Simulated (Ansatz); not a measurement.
Geometry optimisation, DFT PBE, scalar-relativistic, plane waves, PAW (Ansatz).

input.yaml

```yaml
crystal:
  lattice:
    - [6.42, 0.0, 0.0]
    - [-4.815, 8.339825, 0.0]
    - [0.0, 0.0, 5.21304]
  atoms:
    - { symbol: Mg, position: [0.0, 0.0, 0.0] }
    - { symbol: Mg, position: [0.16666666, 0.22222221, 0.5] }
    - { symbol: Mg, position: [-1.0e-08, 0.33333332, 0.0] }
    - { symbol: Mg, position: [0.16666665, 0.55555553, 0.5] }
    - { symbol: Mg, position: [-2.0e-08, 0.66666664, 0.0] }
    - { symbol: Mg, position: [0.16666664, 0.88888885, 0.5] }
    - { symbol: Mg, position: [0.5, 0.0, 0.0] }
    - { symbol: Mg, position: [0.66666666, 0.22222221, 0.5] }
    - { symbol: Mg, position: [0.49999999, 0.33333332, 0.0] }
    - { symbol: Mg, position: [0.66666665, 0.55555553, 0.5] }
    - { symbol: Mg, position: [0.49999998, 0.66666664, 0.0] }
    - { symbol: Mg, position: [0.66666664, 0.88888885, 0.5] }
    - { symbol: Li, position: [0.83453657, 0.77833607, 1.23224509] }
basis:
  ecutwfc: 420.0
kpoints:
  mp_grid: { grid: [4, 3, 4] }
hamiltonian:
  xc: pbe
scf:
  occupations: { method: fermi_dirac, width: 0.05 }
  lower_state_search: "off"
relax:
  f_tol: 0.03
  max_steps: 60
  adjacent_minimum: "off"
```

Command:

```bash
$ ansatz run input.yaml --threads 4 --pin off --max-ram 10240MiB --backend cpu --events-out ev --progress --plain --runs-dir out
```

Question: Where does it end, and by what steps?

Answer: It converged. The force dipped under the threshold on the way, but the program's further checks kept it going. Limits of this set-up: coarse k mesh, a small cell, in which the defect meets its images, a typed lattice constant that wasn't relaxed here. After 9 steps the energy has fallen by 1.192 eV; Mg11 moved furthest, 0.86 Å. Parted: Mg1–Mg11 (3.21 → 4.34 Å). Joined: Mg4–Li13 (3.96 → 3.16 Å), Mg7–Li13 (3.89 → 2.90 Å).

| step | energy less start (eV) | largest force component (eV/Å) | accepted |
| --- | --- | --- | --- |
| 0 | 0.0000 | 1.418 | yes |
| 1 | -0.8697 | 0.527 | yes |
| 2 | -1.0267 | 0.143 | yes |
| 3 | -1.0493 | 0.097 | yes |
| 4 | -1.0743 | 0.079 | yes |
| 5 | -1.1074 | 0.123 | yes |
| 6 | -1.1443 | 0.159 | yes |
| 7 | -1.1724 | 0.086 | yes |
| 8 | -1.1917 | 0.022 | yes |
| 9 | -1.1917 | 0.022 | yes |

```xyz
13
Lattice="6.4200 0.0000 0.0000 -4.8150 8.3398 0.0000 0.0000 0.0000 5.2130" Properties=species:S:1:pos:R:3
Mg 0.397 0.313 0.094
Mg 0.019 2.043 2.676
Mg -1.669 2.527 0.019
Mg -1.532 4.773 2.127
Mg -3.211 5.577 -0.158
Mg -3.196 7.446 2.709
Mg 3.377 -0.209 0.379
Mg 3.168 1.835 2.707
Mg 1.727 2.884 0.084
Mg 1.829 4.561 2.585
Mg -0.251 5.012 -0.608
Mg 0.081 7.701 3.191
Li 0.873 6.506 6.259
```

Whether the end is a true minimum wasn't checked by a vibrational analysis.

Run time: 40 s on 4 threads of INTEL(R) XEON(R) PLATINUM 8581C CPU @ 2.10GHz (Emerald Rapids), on a shared host, peak memory 0.99 GiB.
